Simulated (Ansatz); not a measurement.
Input of an Ansatz 0.2.0 run:

Contents of input.yaml:

```yaml
crystal:
  lattice:
    - [0.0, 2.74797926, 2.74797926]
    - [2.74797926, 0.0, 2.74797926]
    - [2.74797926, 2.74797926, 0.0]
  atoms:
    - { symbol: W, position: [0.0, 0.0, 0.0] }
    - { symbol: Au, position: [0.75, 0.75, 0.75] }
hamiltonian:
  xc: pbe
  pseudopotentials: { kind: paw }
kpoints:
  mp_grid: { grid: [8, 8, 8] }
scf:
  occupations: { method: gaussian, width: 0.025 }
output:
  forces: true
  stress: true
  eigenvalues: true
```

Potentials or basis: Ansatz PAW.

Command:

```bash
$ ansatz run input.yaml --threads 2 --pin off --max-ram 5632MiB --backend cpu --events-out ev --progress --plain --runs-dir out
```

**Question.** Predict the pressure.

**Answer.** 32.7 GPa.

**Question.** What does it give for the band gap on the k mesh?

**Answer.** None (metal or under the smearing width).

Caveat: a pressure of tens of GPa on the cell as given is suspect, and the run, the potentials or the cell itself is likely at fault. The run has no spin-orbit coupling, so splittings on Au, W are missing.
